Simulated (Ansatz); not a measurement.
Working through vertical and adiabatic energies of changing the electron count of CH6Ge, SMILES [CH3][GeH3]

Computed with the Python package of Ansatz (0.2.0).

Input file `ch6ge.xyz`:
```text
8

C    -0.28220    0.14860   -0.94550
Ge    0.27740   -0.18760    0.84830
H    -1.45200    0.40810   -0.95530
H     0.28750    1.08560   -1.35810
H    -0.13270   -0.69250   -1.62280
H     0.00660    1.05980    1.75190
H     1.82880   -0.48000    0.82960
H    -0.44120   -1.39920    1.39620
```

At the Python prompt:
```pycon
>>> import itertools
>>> import warnings
>>> import ansatz as az
>>> from ase.data import atomic_numbers, covalent_radii
>>> import numpy as np
>>> BASIS = "def2-SVP"
>>> FUNCTIONAL = "cam_b3lyp"
>>> CHARGE = 1
>>> warnings.simplefilter("ignore", az.DeckWarning)
>>> system = az.Crystal.molecule_from_extxyz("ch6ge.xyz")
>>> base = system.calculation().basis(gaussian=BASIS).functional(FUNCTIONAL)
>>> symbols = [site.symbol for site in system.cartesian_sites]
>>> start = np.array([site.position_ang for site in system.cartesian_sites], dtype=float)
>>> report = base.relax(force_tolerance=0.01).run(threads=1, pin="off").report
>>> end = np.array(report["positions_ang"])
>>> minimum = az.Crystal.molecule()
>>> for symbol, place in zip(symbols, end):
...     minimum = minimum.atom(symbol, place.tolist())
...
>>> ion = (
...     minimum.calculation()
...     .basis(gaussian=BASIS)
...     .functional(FUNCTIONAL)
...     .charge(CHARGE)
...     .spin("collinear", total=1)
... )
>>> vertical = ion.run(threads=1, pin="off").report
>>> settled = ion.relax(force_tolerance=0.01, max_steps=80).run(threads=1, pin="off").report
>>> print(f"vertical ionisation energy   {vertical['free_energy_ev'] - report['free_energy_ev']:.3f} eV")
vertical ionisation energy   11.333 eV
>>> print(f"adiabatic, no zero point     {settled['free_energy_ev'] - report['free_energy_ev']:.3f} eV")
adiabatic, no zero point     10.212 eV
>>> print(f"relaxation energy of the ion {vertical['free_energy_ev'] - settled['free_energy_ev']:.3f} eV")
relaxation energy of the ion 1.121 eV
>>> ionised = np.array(settled["positions_ang"])
>>> # pairs closer than 1.2 times the sum of covalent radii, before or after
>>> radius = [covalent_radii[atomic_numbers[s]] for s in symbols]
>>> span = lambda where, i, j: np.linalg.norm(where[i] - where[j])
>>> bonded = [(i, j) for i, j in itertools.combinations(range(len(symbols)), 2) if min(span(end, i, j), span(ionised, i, j)) < 1.2 * (radius[i] + radius[j])]
>>> print("pair        before    after (A)")
pair        before    after (A)
>>> for i, j in bonded:
...     print(f"{symbols[i]}{i}-{symbols[j]}{j}".ljust(10), f"{span(end, i, j):8.4f} {span(ionised, i, j):8.4f}")
...
C0-Ge1       1.9530   2.3364
C0-H2        1.0990   1.0967
C0-H3        1.0990   1.0967
C0-H4        1.0990   1.0967
Ge1-H5       1.5379   1.5219
Ge1-H6       1.5379   1.5219
Ge1-H7       1.5379   1.5219
>>> for first, second in list(itertools.combinations(bonded, 2)):
...     shared = set(first) & set(second)
...     if shared and symbols[(j := shared.pop())] != "H":
...         i, k = sorted((set(first) | set(second)) - {j})
...         u, v = ionised[i] - ionised[j], ionised[k] - ionised[j]
...         angle = np.degrees(np.arccos(np.clip(u @ v / np.linalg.norm(u) / np.linalg.norm(v), -1, 1)))
...         print(f"final angle {symbols[i]}{i}-{symbols[j]}{j}-{symbols[k]}{k}: {angle:.2f} deg")
...
final angle Ge1-C0-H2: 97.52 deg
final angle Ge1-C0-H3: 97.52 deg
final angle Ge1-C0-H4: 97.52 deg
final angle C0-Ge1-H5: 96.64 deg
final angle C0-Ge1-H6: 96.65 deg
final angle C0-Ge1-H7: 96.65 deg
final angle H2-C0-H3: 118.31 deg
final angle H2-C0-H4: 118.31 deg
final angle H3-C0-H4: 118.31 deg
final angle H5-Ge1-H6: 118.68 deg
final angle H5-Ge1-H7: 118.68 deg
final angle H6-Ge1-H7: 118.68 deg
```

The energies are electronic: no zero-point or thermal terms, and the basis set is short of its limit. The product may relax into another structure. Each relaxation finds its nearest minimum, which needn't be the lowest. Finished in 57 s on 1 thread of Arm Neoverse V2, on a shared host, peak memory 0.31 GiB.
